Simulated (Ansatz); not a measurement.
# AlP: a point defect seen from the nuclei (Te on a P site), part 3 of 3

How do the nuclei near a point defect see it? The defect is Te on a P site in AlP (cell charge 0), first unrelaxed. The cell is a supercell built from an entry of the Crystallography Open Database (COD) (the entry's cell lengths or inner coordinates differ somewhat from later room-temperature determinations). Planned: a single point, then a relaxation, then a check of algorithm with beta.

Ansatz 0.2.0; DFT, PBE, plane-wave PAW, default files, scalar-relativistic, as far as a step names no other. The steps go on from the part before.

## (4) A check on settings: scf.mixing.algorithm = broyden, scf.mixing.beta = 0.05

The COD entry's cell or inner coordinates are ideal or old and differ from later refinements, so a difference from it is no clean test against experiment.

input.yaml

```yaml
crystal:
  lattice:
    - [0.0, 8.1765, 8.1765]
    - [8.1765, 0.0, 8.1765]
    - [8.1765, 8.1765, 0.0]
  atoms:
    - { symbol: Al, position: [0.0, 0.0, 0.0], spin: 0.2 }
    - { symbol: Al, position: [0.0, 0.0, 0.3333333333], spin: 0.2 }
    - { symbol: Al, position: [0.0, 0.0, 0.6666666667], spin: 0.2 }
    - { symbol: Al, position: [0.0, 0.3333333333, 0.0], spin: 0.2 }
    - { symbol: Al, position: [0.0, 0.3333333333, 0.3333333333], spin: 0.2 }
    - { symbol: Al, position: [0.0, 0.3333333333, 0.6666666667], spin: 0.2 }
    - { symbol: Al, position: [0.0, 0.6666666667, 0.0], spin: 0.2 }
    - { symbol: Al, position: [0.0, 0.6666666667, 0.3333333333], spin: 0.2 }
    - { symbol: Al, position: [0.0, 0.6666666667, 0.6666666667], spin: 0.2 }
    - { symbol: Al, position: [0.3333333333, 0.0, 0.0], spin: 0.2 }
    - { symbol: Al, position: [0.3333333333, 0.0, 0.3333333333], spin: 0.2 }
    - { symbol: Al, position: [0.3333333333, 0.0, 0.6666666667], spin: 0.2 }
    - { symbol: Al, position: [0.3333333333, 0.3333333333, 0.0], spin: 0.2 }
    - { symbol: Al, position: [0.3333333333, 0.3333333333, 0.3333333333], spin: 0.2 }
    - { symbol: Al, position: [0.3333333333, 0.3333333333, 0.6666666667], spin: 0.2 }
    - { symbol: Al, position: [0.3333333333, 0.6666666667, 0.0], spin: 0.2 }
    - { symbol: Al, position: [0.3333333333, 0.6666666667, 0.3333333333], spin: 0.2 }
    - { symbol: Al, position: [0.3333333333, 0.6666666667, 0.6666666667], spin: 0.2 }
    - { symbol: Al, position: [0.6666666667, 0.0, 0.0], spin: 0.2 }
    - { symbol: Al, position: [0.6666666667, 0.0, 0.3333333333], spin: 0.2 }
    - { symbol: Al, position: [0.6666666667, 0.0, 0.6666666667], spin: 0.2 }
    - { symbol: Al, position: [0.6666666667, 0.3333333333, 0.0], spin: 0.2 }
    - { symbol: Al, position: [0.6666666667, 0.3333333333, 0.3333333333], spin: 0.2 }
    - { symbol: Al, position: [0.6666666667, 0.3333333333, 0.6666666667], spin: 0.2 }
    - { symbol: Al, position: [0.6666666667, 0.6666666667, 0.0], spin: 0.2 }
    - { symbol: Al, position: [0.6666666667, 0.6666666667, 0.3333333333], spin: 0.2 }
    - { symbol: Al, position: [0.6666666667, 0.6666666667, 0.6666666667], spin: 0.2 }
    - { symbol: Te, position: [0.0833333333, 0.0833333333, 0.0833333333], spin: 0.2 }
    - { symbol: P, position: [0.0833333333, 0.0833333333, 0.4166666667], spin: 0.2 }
    - { symbol: P, position: [0.0833333333, 0.0833333333, 0.75], spin: 0.2 }
    - { symbol: P, position: [0.0833333333, 0.4166666667, 0.0833333333], spin: 0.2 }
    - { symbol: P, position: [0.0833333333, 0.4166666667, 0.4166666667], spin: 0.2 }
    - { symbol: P, position: [0.0833333333, 0.4166666667, 0.75], spin: 0.2 }
    - { symbol: P, position: [0.0833333333, 0.75, 0.0833333333], spin: 0.2 }
    - { symbol: P, position: [0.0833333333, 0.75, 0.4166666667], spin: 0.2 }
    - { symbol: P, position: [0.0833333333, 0.75, 0.75], spin: 0.2 }
    - { symbol: P, position: [0.4166666667, 0.0833333333, 0.0833333333], spin: 0.2 }
    - { symbol: P, position: [0.4166666667, 0.0833333333, 0.4166666667], spin: 0.2 }
    - { symbol: P, position: [0.4166666667, 0.0833333333, 0.75], spin: 0.2 }
    - { symbol: P, position: [0.4166666667, 0.4166666667, 0.0833333333], spin: 0.2 }
    - { symbol: P, position: [0.4166666667, 0.4166666667, 0.4166666667], spin: 0.2 }
    - { symbol: P, position: [0.4166666667, 0.4166666667, 0.75], spin: 0.2 }
    - { symbol: P, position: [0.4166666667, 0.75, 0.0833333333], spin: 0.2 }
    - { symbol: P, position: [0.4166666667, 0.75, 0.4166666667], spin: 0.2 }
    - { symbol: P, position: [0.4166666667, 0.75, 0.75], spin: 0.2 }
    - { symbol: P, position: [0.75, 0.0833333333, 0.0833333333], spin: 0.2 }
    - { symbol: P, position: [0.75, 0.0833333333, 0.4166666667], spin: 0.2 }
    - { symbol: P, position: [0.75, 0.0833333333, 0.75], spin: 0.2 }
    - { symbol: P, position: [0.75, 0.4166666667, 0.0833333333], spin: 0.2 }
    - { symbol: P, position: [0.75, 0.4166666667, 0.4166666667], spin: 0.2 }
    - { symbol: P, position: [0.75, 0.4166666667, 0.75], spin: 0.2 }
    - { symbol: P, position: [0.75, 0.75, 0.0833333333], spin: 0.2 }
    - { symbol: P, position: [0.75, 0.75, 0.4166666667], spin: 0.2 }
    - { symbol: P, position: [0.75, 0.75, 0.75], spin: 0.2 }
magnetization:
  spin_polarized: true
kpoints:
  mp_grid: { grid: [2, 2, 2] }
scf:
  occupations: { method: fermi_dirac, width: 0.01 }
  mixing: { algorithm: broyden, beta: 0.05 }
hamiltonian:
  xc: pbe
  pseudopotentials: { kind: paw }
output:
  forces: true
  stress: true
  populations: true
  efg: { quadrupole_moments_barn: { Al: 0.1466 }, contact_densities: true }
```

Launch:

```
ansatz run input.yaml --threads 4 --pin off --max-ram 8192MiB --backend cpu --events-out ev --progress --plain --runs-dir out
```

What it wrote:

```text
Warning: RAYON_NUM_THREADS=4 ignored (pool sized by the plan → 4); use --threads N
Te: output.efg is read without spin–orbit coupling, which moves field gradients at and beside such atoms by some per cent and up to a factor of two; PAW files take it under magnetization.noncollinear and magnetization.spin_orbit
Engine: ansatz 0.2.0, aarch64-unknown-linux-gnu
Pseudopotentials: kind: paw
Pseudopotential: Al, paw, valence charge 3, recommended cutoff 420 eV (normal), Al.paw.azcp
Pseudopotential: Te, paw, valence charge 16, recommended cutoff 420 eV (normal), Te.paw.azcp
Pseudopotential: P, paw, valence charge 5, recommended cutoff 420 eV (normal), P.paw.azcp
Functional definition: PBE
  parameter kappa = 0.804
  parameter beta = 0.06672455060314922
  exchange = pbe_x(kappa = kappa, mu = beta*pi^2/3)
  correlation = pbe_c(beta = beta)
Crystal: 54 atoms, lattice volume = 1093.282 Å³
Basis set: ecut = 420 eV, 21331 PW (Γ), exchange–correlation on 160×160×160 points (8 copies of the dense FFT grid, shifted against one another)
Bands: 173, of which v1, the nominal top of the filled ones, is band 114 counted from 1 (113 counted from 0)
Symmetry: 24 space group operations
Space group: F-43m (ITA 216), of the structure as read, at distance tolerance 1.0e-4 Å
Magnetic group: BNS 216.74 (UNI 1576), of the structure as read, at distance tolerance 1.0e-4 Å
k-points: 3 of 8
Non-local potential: Al, projectors of the file, l = 0: 2, l = 1: 2, l = 2: 1
Non-local potential: Te, projectors of the file, l = 0: 2, l = 1: 2, l = 2: 2, l = 3: 2
Non-local potential: P, projectors of the file, l = 0: 2, l = 1: 2, l = 2: 2
PAW form: soft (Blöchl's): semilocal exchange-correlation on the pseudo side does not see the compensation charge
PAW one-centre angular grid: Al, 110 points (default); XC on 64 Gauss nodes
PAW one-centre angular grid: Te, 590 points (default); XC on 64 Gauss nodes
PAW one-centre angular grid: P, 110 points (default); XC on 64 Gauss nodes
Initial density: superposition of atomic densities (chi_scale 0.1, normalization cell)
Starting moments: Σ|m| = 10.8 μB on 54 of 54 sites
Initial wavefunctions: pseudopotential atomic-orbital guess
Functional: x = pbe(κ = 0.804, μ = 0.2195149727645171), c = pbe(β = 0.06672455060314922)
SCF iter   1: F=—  HF=-41179.479314 eV  |F-HF|=—  |Δ(HF+E_count)|=         —  Δρ=2.63e-2 (↑2.25e-2 ↓2.63e-2)  dr2=3.56e1  dr2_m=3.55e-1  M=0.250 μB ∫|m|=0.306 μB  β_m=0.05  ethr=3.10e-3  ⟨swp⟩=8.7  Hψ=5489  notcnv=0  defer=30
preconditioner: auto → Resta (q_TF=auto, 2.099 Å⁻¹)  ε∞=4.4  [insulator: Δε(μ)=0.408 eV  Ē_g=8.997 eV  σ=0.010 eV  W_gap=0.61  n_scr=168 (ndim 8)  ℏωp=16.5 eV  f_vac=0.000  D(μ)=19.41/eV (n_scr^D=112)  ε∞_Penn≈4.4]
spin=Collinear: Resta preconditioning applied to the charge; magnetization (m = ρ↑ − ρ↓) channel mixes plain (no charge-response kernel on spin).
SCF iter   2: F=—  HF=-41178.449385 eV  |F-HF|=—  |Δ(HF+E_count)|=    1.03e0  Δρ=2.50e-2 (↑2.14e-2 ↓2.50e-2)  dr2=3.20e1  dr2_m=3.20e-1  M=0.250 μB ∫|m|=0.303 μB  β_m=0.05  ethr=3.10e-3  ⟨swp⟩=1.0  Hψ=1194  notcnv=0  defer=30  κ⁻¹=1.0e0(r=1)
SCF iter   3: F=—  HF=-41170.073424 eV  |F-HF|=—  |Δ(HF+E_count)|=    8.38e0  Δρ=8.36e-3 (↑8.36e-3 ↓8.18e-3)  dr2=1.64e0  dr2_m=2.72e-1  M=0.250 μB ∫|m|=0.290 μB  β_m=0.05  ethr=3.10e-3  ⟨swp⟩=4.3  Hψ=2476  notcnv=0  defer=200  κ⁻¹=3.3e-6(r=2)
[... 13 lines left out ...]
spin-set hold released at iteration 15 (site moments' squared step at or under half its running peak, from the soft ceiling on): the magnetisation degrees of freedom join the quasi-Newton model from the next iteration; the mixer history was flushed
[... 8 lines left out ...]
SCF iter  24: F=—  HF=-41170.228991 eV  |F-HF|=—  |Δ(HF+E_count)|=   2.28e-8  Δρ=5.74e-7 (↑5.06e-7 ↓5.74e-7)  dr2=5.71e-9  dr2_m=2.06e-9  M=0.215 μB ∫|m|=0.229 μB  β_m=0.20  ethr=1.50e-11  ⟨swp⟩=4.0  Hψ=2697  notcnv=0  κ⁻¹=1.2e-11(r=8)
[... 99 lines left out ...]
            electrostatic potential = -1493.666331 V   contact ρ = 16017.320866 e/Å³   contact ρ_s (e/Å³): all electrons +0.053242, valence +0.051909
  atom  35  P  V_zz =    +1.024505   η = 0.0756   by run symmetry: allowed
            electrostatic potential = -1493.666331 V   contact ρ = 16017.320866 e/Å³   contact ρ_s (e/Å³): all electrons +0.053242, valence +0.051909
  atom  36  P  V_zz =    -0.223489   η = 0.0000   by run symmetry: allowed
            electrostatic potential = -1493.801394 V   contact ρ = 16017.215534 e/Å³   contact ρ_s (e/Å³): all electrons +0.006423, valence +0.006333
  atom  37  P  V_zz =    +1.024505   η = 0.0756   by run symmetry: allowed
            electrostatic potential = -1493.666331 V   contact ρ = 16017.320866 e/Å³   contact ρ_s (e/Å³): all electrons +0.053242, valence +0.051909
  atom  38  P  V_zz =    -0.214809   η = 0.0000   by run symmetry: allowed
            electrostatic potential = -1493.802443 V   contact ρ = 16017.213108 e/Å³   contact ρ_s (e/Å³): all electrons +0.003199, valence +0.003231
  atom  39  P  V_zz =    +1.024505   η = 0.0756   by run symmetry: allowed
            electrostatic potential = -1493.666331 V   contact ρ = 16017.320866 e/Å³   contact ρ_s (e/Å³): all electrons +0.053242, valence +0.051909
  atom  40  P  V_zz =    -0.214809   η = 0.0000   by run symmetry: allowed
            electrostatic potential = -1493.802443 V   contact ρ = 16017.213108 e/Å³   contact ρ_s (e/Å³): all electrons +0.003199, valence +0.003231
  atom  41  P  V_zz =    -0.214809   η = 0.0000   by run symmetry: allowed
            electrostatic potential = -1493.802443 V   contact ρ = 16017.213108 e/Å³   contact ρ_s (e/Å³): all electrons +0.003199, valence +0.003231
  atom  42  P  V_zz =    -0.083281   η = 0.0633   by run symmetry: allowed
            electrostatic potential = -1493.833865 V   contact ρ = 16017.187857 e/Å³   contact ρ_s (e/Å³): all electrons +0.000220, valence +0.000331
  atom  43  P  V_zz =    +1.024505   η = 0.0756   by run symmetry: allowed
            electrostatic potential = -1493.666331 V   contact ρ = 16017.320866 e/Å³   contact ρ_s (e/Å³): all electrons +0.053242, valence +0.051909
  atom  44  P  V_zz =    -0.083281   η = 0.0633   by run symmetry: allowed
            electrostatic potential = -1493.833865 V   contact ρ = 16017.187857 e/Å³   contact ρ_s (e/Å³): all electrons +0.000220, valence +0.000331
  atom  45  P  V_zz =    -0.083281   η = 0.0633   by run symmetry: allowed
            electrostatic potential = -1493.833865 V   contact ρ = 16017.187857 e/Å³   contact ρ_s (e/Å³): all electrons +0.000220, valence +0.000331
  atom  46  P  V_zz =    +1.024505   η = 0.0756   by run symmetry: allowed
            electrostatic potential = -1493.666331 V   contact ρ = 16017.320866 e/Å³   contact ρ_s (e/Å³): all electrons +0.053242, valence +0.051909
  atom  47  P  V_zz =    +1.024505   η = 0.0756   by run symmetry: allowed
            electrostatic potential = -1493.666331 V   contact ρ = 16017.320866 e/Å³   contact ρ_s (e/Å³): all electrons +0.053242, valence +0.051909
  atom  48  P  V_zz =    -0.223489   η = 0.0000   by run symmetry: allowed
            electrostatic potential = -1493.801394 V   contact ρ = 16017.215534 e/Å³   contact ρ_s (e/Å³): all electrons +0.006423, valence +0.006333
  atom  49  P  V_zz =    +1.024505   η = 0.0756   by run symmetry: allowed
            electrostatic potential = -1493.666331 V   contact ρ = 16017.320866 e/Å³   contact ρ_s (e/Å³): all electrons +0.053242, valence +0.051909
  atom  50  P  V_zz =    -0.083281   η = 0.0633   by run symmetry: allowed
            electrostatic potential = -1493.833865 V   contact ρ = 16017.187857 e/Å³   contact ρ_s (e/Å³): all electrons +0.000220, valence +0.000331
  atom  51  P  V_zz =    -0.083281   η = 0.0633   by run symmetry: allowed
            electrostatic potential = -1493.833865 V   contact ρ = 16017.187857 e/Å³   contact ρ_s (e/Å³): all electrons +0.000220, valence +0.000331
  atom  52  P  V_zz =    -0.223489   η = 0.0000   by run symmetry: allowed
            electrostatic potential = -1493.801394 V   contact ρ = 16017.215534 e/Å³   contact ρ_s (e/Å³): all electrons +0.006423, valence +0.006333
  atom  53  P  V_zz =    -0.083281   η = 0.0633   by run symmetry: allowed
            electrostatic potential = -1493.833865 V   contact ρ = 16017.187857 e/Å³   contact ρ_s (e/Å³): all electrons +0.000220, valence +0.000331
  atom  54  P  V_zz =    -0.223489   η = 0.0000   by run symmetry: allowed
            electrostatic potential = -1493.801394 V   contact ρ = 16017.215534 e/Å³   contact ρ_s (e/Å³): all electrons +0.006423, valence +0.006333
--- Band table (eV; the first three rows and the last of 6) ---
[... 4 lines left out ...]
--- Löwdin populations: 54 sites ---
  site symbol       q [e]    m [muB]
[... 54 lines left out ...]
  spilling = 0.007724 (of n_electrons = 227.000000)
```

Run time: 55 s. Hardware: 4 threads of Arm Neoverse V2, shared host; peak memory 3.9 GiB.

State: no gap over 0.1 eV on the mesh, largest force 3.903 eV/Å, pressure 4.1 GPa, net moment 0.22 μB.

Beside the values of step 2 (V_zz in 10²¹ V/m²):

```csv
site,atoms,"V_zz, PBE","V_zz, new settings","η, PBE","η, new settings","m, PBE (μB)","m, new settings (μB)"
Te,28,0.00,0.00,–,–,0.00,0.00
Al1,"1, 2, 4, …",0.95,0.95,0.00,0.00,0.00,0.00
P29,"29, 30, 31, …",1.02,1.02,0.08,0.08,0.00,0.00
Al5,"5, 6, 8, …",-0.11,-0.11,0.66,0.66,0.00,0.00
P42,"42, 44, 45, …",-0.083,-0.083,0.06,0.06,0.00,0.00
Al3,"3, 7, 9, …",-0.20,-0.20,0.73,0.73,0.00,0.00
P36,"36, 48, 52, …",-0.22,-0.22,0.00,0.00,0.00,0.00
P32,"32, 38, 40, …",-0.21,-0.21,0.00,0.00,0.00,0.00
Al18,"18, 24, 26, …",0.023,0.023,0.00,0.00,0.00,0.00
Al14,14,0.00,0.00,–,–,0.00,0.00
```

The sizes of the gradients above 0.15 moved by less than 0.1 % at any site. The free energy stayed within 0.1 meV/atom.

## (5) Results

The summary covers parts 1 to 3.

```
                                                                                         quantity                                                                                                                        value
                                                                                   state (step 3)                               no gap over 0.1 eV on the mesh, largest force 0.013 eV/Å, pressure 3.7 GPa, net moment 0.22 μB
                                                                 V_zz by site, step 3 (10²¹ V/m²)                                     Te 0.00, Al1 3.13, P29 0.72, Al5 -0.28, P42 -0.064, Al3 -0.17, P32 -0.046, P36 -0.076, …
                                                                      largest C_Q in size, step 3                                                                                                        11.1 MHz, ²⁷Al at Al1
                                                             step 3 (ions relaxed) against step 2  72 % in the median, over a factor of two at the site that moves most (small gradients counted from 0.15; Al1, 0.95 to 3.13)
step 4 (scf.mixing.algorithm = broyden, scf.mixing.beta = 0.05) against step 2, before relaxation                                                                                                  less than 0.1 % at any site
```

What this shows: Site Al1 (3 P at 2.32 Å, 1 Te at 2.63 Å) carries the largest gradient. The net moment, 0.22 μB, is not a whole number, so some states are partly filled and this isn't the spin of an isolated centre. The relaxation kept the symmetry F-43m, so a distorted place of lower energy may have been missed. With states at the Fermi level, this mesh doesn't settle the gradients near the defect. Relaxing moved atoms by up to 0.27 Å and single gradients by over a factor of two at the worst site (72 % in the median) (gradients over 0.15 counted), so at some sites the starting positions were a poor guide. The defect repeats with the cell of 54 atoms, so it feels its images: sites between two images don't show the values beside a lone defect, and zeros or small values of η there can come from the images' arrangement. The relaxation keeps the site symmetry -43m of the start, so the impurity can't leave its site; a distortion that would localise the carrier isn't explored. The defect cell has no gap above 0.1 eV on its mesh, so the values hang on the smearing and the k-mesh. The program warns that gradients near heavy atoms lack spin–orbit coupling.
